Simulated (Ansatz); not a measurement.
# C₄H₇Al: a ladder of functionals and wavefunction methods

An exercise on one series of results from a longer session: the logs are not shown, and one member is left open.

Program: Ansatz 0.2.0, Gaussian basis. Level of theory: functionals in def2-TZVPP, the program's frozen cores in correlated methods. These are calculated values, not measurements.

The runs, in order: LDA (SPW92), PBE-D4, revPBE-D4, BLYP-D4, r2SCAN-D4, B97M-V, PBE0-D4, B3LYP-D4, r2SCANh-D4, r2SCAN0-D4, HSE06-D4, BHLYP-D4, CAM-B3LYP-D4, LC-ωPBE, ωB97X-V, ωB97M-V, B2PLYP, PBE-QIDH; CCSD(T)/def2-SVP; CCSD(T)/def2-TZVPP; MP2/def2-QZVPP; extrapolation to the limit; RPA on PBE.

## The geometry

An earlier PBE0-D4 in a triple-zeta def2 set relaxation fixed the geometry.

12 atoms, charge 0, spin multiplicity 1.

Atoms are counted from 1 here; the program's logs count them from 0.

Bond lengths: C1–C2 1.211 Å, C1–H6 1.067 Å, C2–Al3 1.919 Å, Al3–C4 1.947 Å, Al3–C5 1.947 Å, C4–H7 1.095 Å, C4–H8 1.096 Å, C4–H9 1.092 Å, C5–H10 1.095 Å, C5–H11 1.095 Å, C5–H12 1.093 Å. Angles: C2–C1–H6 180.0°, C1–C2–Al3 179.8°, C2–Al3–C4 118.9°, C2–Al3–C5 117.4°, C4–Al3–C5 123.7°, Al3–C4–H7 110.9°, Al3–C4–H8 110.8°, Al3–C4–H9 112.8°, H7–C4–H8 106.2°, H7–C4–H9 108.0°, H8–C4–H9 107.9°, Al3–C5–H10 110.6°, Al3–C5–H11 110.8°, Al3–C5–H12 113.2°, H10–C5–H11 106.1°, H10–C5–H12 107.8°, H11–C5–H12 108.0°.

Set-up of the first run:

Input file in.yaml:

```yaml
crystal:
  periodic: [false, false, false]
  atoms:
    - {symbol: C, position_ang: [-0.511330, 2.973181, 0.516983]}
    - {symbol: C, position_ang: [-0.307982, 1.795970, 0.315601]}
    - {symbol: Al, position_ang: [0.008952, -0.070119, 0.001243]}
    - {symbol: C, position_ang: [-0.814840, -1.376176, 1.187557]}
    - {symbol: C, position_ang: [1.151390, -0.544346, -1.502384]}
    - {symbol: H, position_ang: [-0.690297, 4.009745, 0.693942]}
    - {symbol: H, position_ang: [-0.055502, -2.009492, 1.658967]}
    - {symbol: H, position_ang: [-1.470499, -2.051834, 0.627423]}
    - {symbol: H, position_ang: [-1.407070, -0.913801, 1.979880]}
    - {symbol: H, position_ang: [2.155804, -0.128248, -1.368920]}
    - {symbol: H, position_ang: [0.766045, -0.116693, -2.433800]}
    - {symbol: H, position_ang: [1.252329, -1.623188, -1.642493]}
basis:
  gaussian: {orbitals: def2-TZVPP}
hamiltonian: {xc: lda}
output: {orbitals: {seedname: orbitals}}
```

The run is started by

```sh
> ansatz run in.yaml --threads 4 --pin off --events-out ev --progress --plain --max-ram 10444MiB
```

Steps of the session up to this table: LDA; PBE-D4 (GGA); revPBE-D4 (GGA); BLYP-D4 (GGA); r2SCAN-D4 (meta-GGA); B97M-V (meta-GGA); B3LYP-D4 (hybrid); r2SCANh-D4 (hybrid); r2SCAN0-D4 (hybrid); HSE06-D4 (hybrid); BHLYP-D4 (hybrid); CAM-B3LYP-D4 (range-separated); LC-ωPBE (range-separated); ωB97X-V (range-separated); ωB97M-V (range-separated); B2PLYP (double hybrid); PBE-QIDH (double hybrid).

One table of the session follows, with a row left open; its other results are not shown here.

It belongs to the step «Orbital energies across the functionals». 

```
  functional  HOMO (eV)  gap (eV)
 LDA (SPW92)      -6.51      4.39
      PBE-D4      -6.36      4.49
   revPBE-D4      -6.31      4.55
     BLYP-D4      -6.22      4.46
   r2SCAN-D4      -6.61      5.01
      B97M-V      -6.64      4.96
     PBE0-D4      -7.59      6.52
    B3LYP-D4      -7.36      6.07
  r2SCANh-D4      -7.07      5.75
  r2SCAN0-D4      -7.76      6.84
    HSE06-D4          ?         ?
    BHLYP-D4      -8.69      8.44
CAM-B3LYP-D4      -8.94      8.83
     LC-ωPBE     -10.34     11.35
     ωB97X-V      -9.95     10.82
     ωB97M-V      -9.81     10.42
```

Estimate the missing values for HSE06-D4.

As computed: HOMO (eV): -7.19; gap (eV): 5.75. In the column «HOMO (eV)» it lies between B3LYP-D4 (-7.36) and r2SCANh-D4 (-7.07).
